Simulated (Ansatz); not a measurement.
# AlB2N3: the cost of one run

Program: Ansatz 0.2.0. Level of theory: DFT PBE, scalar-relativistic, plane waves, PAW. These are calculated values, not measurements.

**1. Starting point**

Symmetry: P6_3/mmc, No. 194, hexagonal system. Conventional cell: a = 2.618 Å, b = 2.618 Å, c = 20.861 Å, α = 90.00°, β = 90.00°, γ = 120.00°. Al (site symmetry -6m2) is surrounded by 3 N at 1.51 Å. Around B (site symmetry 3m) lie 3 N at 1.51 Å. Around N (site symmetry -6m2) lie 3 Al at 1.51 Å. N (site symmetry 3m) has 3 B at 1.51 Å as nearest neighbours.

Structure file:

```
CELL_PARAMETERS angstrom
2.61796 0.00000 0.00000
-1.30898 2.26722 0.00000
0.00000 0.00000 20.86111
ATOMIC_POSITIONS crystal
Al 0.33333 0.66667 0.75000
Al 0.66667 0.33333 0.25000
B 0.33333 0.66667 0.08333
B 0.33333 0.66667 0.41667
B 0.66667 0.33333 0.58333
B 0.66667 0.33333 0.91667
N 0.33333 0.66667 0.25000
N 0.33333 0.66667 0.58333
N 0.33333 0.66667 0.91667
N 0.66667 0.33333 0.08333
N 0.66667 0.33333 0.41667
N 0.66667 0.33333 0.75000
```

The start is an ordering of an alloy on its end members' structure types: elements ordered on the sites of the BN type, B/Al on B (P6_3/mmc, No. 194).

**2. Probe: one point on a coarse mesh**

input.yaml

```yaml
crystal:
  lattice:
    - [2.61796348, 0.0, 0.0]
    - [-1.30898174, 2.26722288, 0.0]
    - [0.0, 0.0, 20.86111091]
  atoms:
    - { symbol: Al, position: [0.33333333, 0.66666667, 0.75] }
    - { symbol: Al, position: [0.66666667, 0.33333333, 0.25] }
    - { symbol: B, position: [0.33333333, 0.66666667, 0.08333333] }
    - { symbol: B, position: [0.33333333, 0.66666667, 0.41666667] }
    - { symbol: B, position: [0.66666667, 0.33333333, 0.58333333] }
    - { symbol: B, position: [0.66666667, 0.33333333, 0.91666667] }
    - { symbol: "N", position: [0.33333333, 0.66666667, 0.25] }
    - { symbol: "N", position: [0.33333333, 0.66666667, 0.58333333] }
    - { symbol: "N", position: [0.33333333, 0.66666667, 0.91666667] }
    - { symbol: "N", position: [0.66666667, 0.33333333, 0.08333333] }
    - { symbol: "N", position: [0.66666667, 0.33333333, 0.41666667] }
    - { symbol: "N", position: [0.66666667, 0.33333333, 0.75] }
basis:
  ecutwfc: 420
kpoints:
  mp_grid: { grid: [6, 6, 1] }
hamiltonian:
  xc: pbe
scf:
  occupations: { method: gaussian, width: 0.1 }
  lower_state_search: "off"
output:
  forces: true
  stress: true
  eigenvalues: true
```

Started as:

```bash
ansatz run input.yaml --threads 1 --pin off --max-ram 2560MiB --backend cpu --events-out ev --progress --plain --runs-dir out
```

Q: Estimate wall time and peak memory on 1 thread of Arm Neoverse V2, shared host.

About 1.8 s, with a peak of 0.34 GiB.
